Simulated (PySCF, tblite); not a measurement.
**C3H13AsOSi2: geometry, infrared bands and NMR shifts**

What infrared bands and NMR shifts should C3H13AsOSi2 (`C[Si@@H]([AsH2])[C@H]([SiH3])CO`) show?

Computed with tblite 0.8.0 and PySCF 2.14.0, with density-fitted response routines of our own, on a single molecule in the gas phase. Atoms are numbered from 0 throughout.

## (1) Starting geometry

20 atoms, charge 0, multiplicity 1; geometry from: force field or distance geometry start.

Bonds of the start (Å): C0–Si1 1.86, Si1–As2 2.31, Si1–C3 1.86, C3–Si4 1.86, C3–C5 1.51, C5–O6 1.39, C0–H7 1.10, C0–H8 1.12, C0–H9 1.11, Si1–H10 1.48, As2–H11 1.58, As2–H12 1.59, C3–H13 1.10, Si4–H14 1.48, Si4–H15 1.46, Si4–H16 1.48, C5–H17 1.11, C5–H18 1.13, O6–H19 1.00.

## (2) Relaxing the molecule with GFN2-xTB

Job settings and geometry (Å):

```
{"job": {"kind": "relax", "xc": "GFN2-xTB", "basis": "xTB"}, "charge": 0, "multiplicity": 1}
C     -2.093400     1.422500    -0.162700
Si    -0.866200     0.240600     0.585200
As    -1.677400    -1.917000     0.663000
C      0.727500     0.427600    -0.352800
Si     1.026800    -0.982900    -1.534400
C      1.905400     0.656000     0.566600
O      2.127800    -0.369700     1.476900
H     -2.123400     1.192200    -1.241700
H     -1.677200     2.463500    -0.099700
H     -3.106100     1.353300     0.293500
H     -0.648700     0.675200     1.985800
H     -2.037800    -2.290500     2.159600
H     -3.092000    -1.929100    -0.064100
H      0.631600     1.333100    -0.970400
H      1.333500    -0.409600    -2.867900
H      2.150700    -1.837500    -1.148800
H     -0.191800    -1.795800    -1.731400
H      2.834500     0.814000    -0.020400
H      1.687700     1.616000     1.114700
H      3.083400    -0.651000     1.345700
```

Started as:

```
> OMP_NUM_THREADS=1 python probes_run.py task.json out
```

The driver reads the jobs from task.json and runs them one after another.

**Question.** This job is followed by: GFN2-xTB harmonic vibrations, gas phase; GIAO PBE0/pcSseg-1 NMR shielding, non-relativistic, gas phase. What will the session give for the following? strongest single infrared mode (GFN2-xTB); zero-point energy (GFN2-xTB); 13C shifts against TMS (PBE0/pcSseg-1); 1H shifts against TMS (PBE0/pcSseg-1, means over atoms taken as alike); 29Si shifts against TMS (PBE0/pcSseg-1); 75As shifts against AsH3 (PBE0/pcSseg-1); 17O shifts against H2O (PBE0/pcSseg-1).

**Answer**, as computed:

| quantity | value |
| --- | --- |
| strongest single infrared mode (GFN2-xTB) | 1837 cm⁻¹, 764 km/mol |
| zero-point energy (GFN2-xTB) | 89.6 kcal/mol |
| 13C shifts against TMS (PBE0/pcSseg-1) | 67.7, 12.6, 3.3 ppm |
| 1H shifts against TMS (PBE0/pcSseg-1, means over atoms taken as alike) | 4.91, 4.32, 4.31, 3.99, 1.87, 0.68, 0.63, 0.37 ppm |
| 29Si shifts against TMS (PBE0/pcSseg-1) | -10.1, -70.8 ppm |
| 75As shifts against AsH3 (PBE0/pcSseg-1) | 25 ppm |
| 17O shifts against H2O (PBE0/pcSseg-1) | 50.1 ppm |

What this shows: The optimisation took 240 steps and gained 1.260 eV; among the close pairs (by a distance rule), As2–H12 changed most, from 1.591 to 1.493 Å. All 54 modes are real, so the xTB geometry is a minimum. The strongest single mode, at 1837 cm⁻¹, moves mainly H11. Unscaled tight-binding wavenumbers are off by several per cent, some by more. Its intensities can rank the bands wrongly. C5 (sp3 CH2 bonded to O) lies farthest downfield among carbon, at 67.7 ppm; pulled downfield by the heteroatom. At PBE0/pcSseg-1: The widest tensor belongs to As2: span 239 ppm, with a paramagnetic part of -914 ppm. Spin-orbit coupling is left out, which matters for shieldings and couplings at and beside the heavy atoms.
